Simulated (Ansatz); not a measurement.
# ClF₂HOZr: up Jacob's ladder to CCSD(T)

The task here is to estimate one member of a computed series from the others.

Computed with Ansatz 0.2.0, Gaussian basis. Level: functionals in def2-TZVPP, the program's frozen cores in correlated methods.

Levels to be run: LDA (SPW92), PBE-D4, revPBE-D4, BLYP-D4, r2SCAN-D4, B97M-V, PBE0-D4, B3LYP-D4, r2SCANh-D4, r2SCAN0-D4, HSE06-D4, BHLYP-D4, CAM-B3LYP-D4, LC-ωPBE, ωB97X-V, ωB97M-V, B2PLYP, PBE-QIDH; CCSD(T)/def2-SVP; CCSD(T)/def2-TZVPP; MP2/def2-QZVPP; extrapolation to the limit; RPA on PBE.

**The relaxed structure**

All runs share one geometry, relaxed beforehand with PBE0-D4 in a triple-zeta def2 set. Zr takes the def2 core potential; no spin-orbit term is included.

SMILES `[OH][Zr]([F])([F])[Cl]`, 6 atoms, charge 0, spin multiplicity 1.

Atoms are counted from 1 here; the program's logs count them from 0.

Bond lengths: O1–Zr2 1.891 Å, O1–H6 0.953 Å, Zr2–F3 1.897 Å, Zr2–F4 1.897 Å, Zr2–Cl5 2.354 Å. Angles: Zr2–O1–H6 178.4°, O1–Zr2–F3 109.3°, O1–Zr2–F4 109.3°, O1–Zr2–Cl5 110.1°, F3–Zr2–F4 108.7°, F3–Zr2–Cl5 109.7°, F4–Zr2–Cl5 109.7°.

The first run:

File in.yaml:

```yaml
crystal:
  periodic: [false, false, false]
  atoms:
    - {symbol: O, position_ang: [-0.916188, 0.247961, 1.075910]}
    - {symbol: Zr, position_ang: [0.299063, -0.174870, -0.309883]}
    - {symbol: F, position_ang: [1.948493, -0.722576, 0.449587]}
    - {symbol: F, position_ang: [-0.400750, -1.604343, -1.341513]}
    - {symbol: Cl, position_ang: [0.642179, 1.704155, -1.684986]}
    - {symbol: H, position_ang: [-1.530799, 0.485772, 1.764786]}
basis:
  gaussian: {orbitals: def2-TZVPP}
hamiltonian: {xc: lda}
output: {orbitals: {seedname: orbitals}}
```

The run is started by

```console
$ ansatz run in.yaml --threads 4 --pin off --events-out ev --progress --plain --max-ram 10444MiB
```

Among the steps run: LDA; PBE-D4 (GGA); revPBE-D4 (GGA); BLYP-D4 (GGA); r2SCAN-D4 (meta-GGA); B97M-V (meta-GGA); B3LYP-D4 (hybrid); r2SCANh-D4 (hybrid); r2SCAN0-D4 (hybrid); HSE06-D4 (hybrid); BHLYP-D4 (hybrid); CAM-B3LYP-D4 (range-separated); LC-ωPBE (range-separated); ωB97X-V (range-separated); ωB97M-V (range-separated); B2PLYP (double hybrid); PBE-QIDH (double hybrid).

One table of the session follows, with a row left open; its other results are not shown here.

It belongs to the step «Orbital energies across the functionals». 

```
  functional  HOMO (eV)  gap (eV)
 LDA (SPW92)      -8.20      5.91
      PBE-D4      -8.01      5.98
   revPBE-D4      -7.93      6.01
     BLYP-D4          ?         ?
   r2SCAN-D4      -8.40      6.55
      B97M-V      -8.46      6.66
     PBE0-D4      -9.48      8.32
    B3LYP-D4      -9.19      7.78
  r2SCANh-D4      -8.93      7.40
  r2SCAN0-D4      -9.74      8.70
    HSE06-D4      -9.07      7.53
    BHLYP-D4     -10.79     10.63
CAM-B3LYP-D4     -10.86     10.83
     LC-ωPBE     -12.27     13.34
     ωB97X-V     -11.89     12.84
     ωB97M-V     -11.75     12.15
```

**Question.** Estimate the row for BLYP-D4.

Worked estimate for «HOMO (eV)». Against the share of exact exchange, B3LYP-D4 (0.2, -9.19), BHLYP-D4 (0.5, -10.79) give a slope of -5.33 per unit share; at 0 the line stands at -8.12.

**Answer.** HOMO (eV): -7.86; gap (eV): 5.94. In «HOMO (eV)» the line misses by -0.26.
